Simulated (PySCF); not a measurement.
# CH5B2Br: the cost of one run

Computed with PySCF 2.14.0, with density-fitted response routines of our own, on a single molecule in the gas phase. Atoms are numbered from 0 throughout.

### 1 Starting geometry

9 atoms, charge 0, multiplicity 1; geometry from: GFN2-xTB. The atoms were then displaced at random by about 0.01 Å, so the start is not that level's minimum.

Bonds of the start (Å): B0–C1 1.54, C1–B2 1.55, B2–Br3 1.90, B0–H4 1.19, B0–H5 1.18, C1–H6 1.09, C1–H7 1.07, B2–H8 1.20.

### 2 Geometry optimisation at PBE0-D3(BJ)/def2-SVP

What the job is given:

```
{"job": {"xc": "PBE0", "basis": "def2-SVP", "d3": "d3bj", "grid": 1, "shake": 0.01, "kind": "geom"}, "charge": 0, "multiplicity": 1}
B     -1.169600     0.525100    -0.080450
C     -0.168670    -0.641740    -0.221000
B      1.158760    -0.104750     0.384790
Br     2.420920     0.845500    -0.667600
H     -1.302930     1.322480    -0.960080
H     -1.806960     0.685730     0.899670
H     -0.024840    -0.907840    -1.268220
H     -0.494820    -1.501130     0.333860
H      1.445950    -0.240490     1.545290
```

Run with:

```
OMP_NUM_THREADS=1 python probes_run.py task.json out
```

The driver reads the jobs from task.json and runs them one after another.

Q: Estimate the wall time and peak memory of this first job on 1 thread of Arm Neoverse V1, shared host.

About 40 s, with a peak of 0.41 GiB.
